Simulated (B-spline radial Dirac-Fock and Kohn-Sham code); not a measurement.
**Cs³⁸⁺: core levels and X-ray properties**

Aim: for Cs³⁸⁺, compute its X-ray form factor and Compton profile, the binding energy of each subshell and its two-hole states.

Program: B-spline radial Dirac-Fock and Kohn-Sham code, version 2. Model: a free atom or ion on a radial basis; each step names its model. All values are calculated, but those marked as tabulated.

## Step 1: The atom as given

Cs³⁸⁺ in the configuration [Ne] 3s2 3p5.

| Item | Value |
| --- | --- |
| nuclear charge | 55 |
| electrons | 17 |
| mass number | 133 |
| nuclear rms radius | 4.8041 fm |

Outer shells as boxes (Hund's rule, for the drawing alone; heavy ions are jj-coupled, and the calculation averages over the configuration):

```
[Ne] core
3s [↑↓]
3p [↑↓][↑↓][↑ ]
```

## Step 2: Form factor and Compton profile

Model: Dirac-Fock average of configuration, finite nucleus; form factor of the spherical density, Waller-Hartree incoherent function, impulse-approximation Compton profiles.

The run's settings:

```ini
task = scatter
Z = 55
charge = 38
configuration = 1s2 2s2 2p6 3s2 3p5
mass_number = 133
rms_radius = 4.8041  # fm
s = [0.0, 0.05, 0.1, 0.15, 0.2, 0.25, 0.3, 0.35, 0.4, 0.45, 0.5, 0.6, 0.7, 0.8, 0.9, 1.0, 1.1, 1.2, 1.4, 1.6, 1.8, 2.0, 2.5, 3.0, 3.5, 4.0, 5.0, 6.0]  # 1/A
pz = [0, 0.1, 0.2, 0.3, 0.4, 0.5, 0.6, 0.8, 1.0, 1.2, 1.4, 1.6, 1.8, 2.0, 2.5, 3.0, 4.0, 5.0, 7.0, 10.0, 15.0, 20.0, 30.0, 40.0, 60.0, 100.0]  # a.u.
photon_energy = [1000, 5000, 8047.8, 10000, 20000, 30000, 200000, 1000000]  # eV
```

## Step 3: Binding energies

Model: Dirac-Fock average of configuration, Delta-SCF, finite nucleus, first-order Breit with its frequency dependence, self-energy and vacuum polarisation.

Recorded inputs:

```ini
task = binding
```

## Step 4: Two holes

Model: Dirac-Fock average of configuration, Delta-SCF, finite nucleus, first-order Breit with its frequency dependence, self-energy and vacuum polarisation; two-hole levels by intermediate coupling within the shell, Auger rates as independent-particle Coulomb matrix elements.

Settings, as recorded:

```ini
task = double
```

**Question.** What will these runs give? Wanted: rms radius of the electron cloud; form factor halves at; Compton profile at zero; deepest level listed, K; least bound, M2,3; largest U, K K.

As calculated:

| quantity | value |
| --- | --- |
| rms radius of the electron cloud | 0.199 bohr |
| form factor halves at | 1.8 1/Å |
| Compton profile at zero | 0.8148 1/a.u. |
| deepest level listed, K (1s) | 38210.7 eV |
| least bound, M2,3 (3p) | 2798.4 eV |
| ionisation energy, NIST (theoretical) | 2767.00 eV |
| largest U, K K | 987.1 eV |

In words: f falls from 17 to half of that at s = 1.8 1/Å. Incoherent scattering outweighs coherent from 200 keV on, among the energies asked. For K (1s), relaxation takes off 30.4 eV, Breit terms shift it by -88.03 and QED by -44.37 eV. NIST's ionisation energy differs by -31.45 eV from the least binding energy; the calculation averages open shells over their j components and terms. Two holes repel most in K K, by 987.1 eV, and least in L2 M1, by 112.4 eV. The Hartree-Fock and Dirac-Fock values hold no electron correlation.
